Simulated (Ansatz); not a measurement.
# BGeNH (quartet): wave-function methods side by side at a displaced geometry (v1), cc-pVDZ

One table from this session's results is given with a row withheld; the runs are named, their logs left out.

Computed with Ansatz 0.2.0, Gaussian basis. Level: cc-pVDZ, core rule «outside noble gas», up to 16 orbitals frozen.

Plan: UHF; CCSD(T) on ROHF; CCSD(T) on UHF; BCCD(T) on ROHF; CISD as a restricted active space (open shells left free, so some higher excitations enter); CCSDT(Q) on ROHF; CCSDT(Q) on UHF.

27 further runs of the same task are left out: 14 that didn't finish, 13 set aside as unsound or not needed. Runs told in other sessions of the task aren't counted.

### The system

The geometry is a PBE0/def2-TZVP stationary point (not a proven minimum) with its atoms shifted at random (size 0.040 Å). No spin-orbit coupling is included. The filled d shell of Ge may be among the frozen orbitals whatever the setting's name suggests.

4 atoms, charge 0, spin multiplicity 4.

Atoms are counted from 1 here; the program's logs count them from 0.

Bond lengths: Ge1–B2 1.962 Å, B2–N3 1.199 Å, N3–H4 1.029 Å. Angles: Ge1–B2–N3 176.0°, B2–N3–H4 169.8°.

Set-up of the first run:

File in.yaml:

```yaml
crystal:
  periodic: [false, false, false]
  atoms:
    - {symbol: Ge, position_ang: [0.002337, -0.001845, -2.325178]}
    - {symbol: B, position_ang: [0.001504, -0.017987, -0.363374]}
    - {symbol: N, position_ang: [0.049468, 0.041323, 0.833460]}
    - {symbol: H, position_ang: [-0.053309, -0.021491, 1.855093]}
basis:
  gaussian: {orbitals: cc-pVDZ}
magnetization: {spin_polarized: true, initial_magnetization: 3}
hamiltonian: {xc: hf}
output: {orbitals: {seedname: orbitals}}
```

Run with:

```bash
ansatz run in.yaml --threads 1 --pin off --events-out ev --progress --plain --max-ram 2393MiB
```

Among the steps run: UHF; CCSD(T) on ROHF; CCSD(T) on UHF; BCCD(T) on ROHF; CISD as a restricted active space (open shells left free, so some higher excitations enter); CCSDT(Q) on ROHF; CCSDT(Q) on UHF.

One of the session's tables, all rows but one given; the rest of the session is left out.

It belongs to the step «Misses and costs». 

```
   method  from RCCSDT(Q) (kcal/mol)
     ROHF                          ?
      UHF                    +196.62
     RMP2                     +22.23
     UMP2                     +21.80
     CISD                     +25.56
    RCCSD                      +8.85
    UCCSD                      +8.37
 RCCSD(T)                      +1.21
 UCCSD(T)                      +0.76
  BCCD(T)                      +1.22
   RCCSDT                      +0.62
   UCCSDT                      +0.16
RCCSDT(Q)                          0
UCCSDT(Q)                      -0.52
```

Q: Estimate the row for ROHF from the others.

The run gave: from RCCSDT(Q) (kcal/mol): +197.81. In the column «from RCCSDT(Q) (kcal/mol)» it is the highest.

Caveats from the session: Restricted and unrestricted rows rest on different reference determinants; a gap between their highest levels can come from leftover correlation error, from unlike frozen cores or from another state.
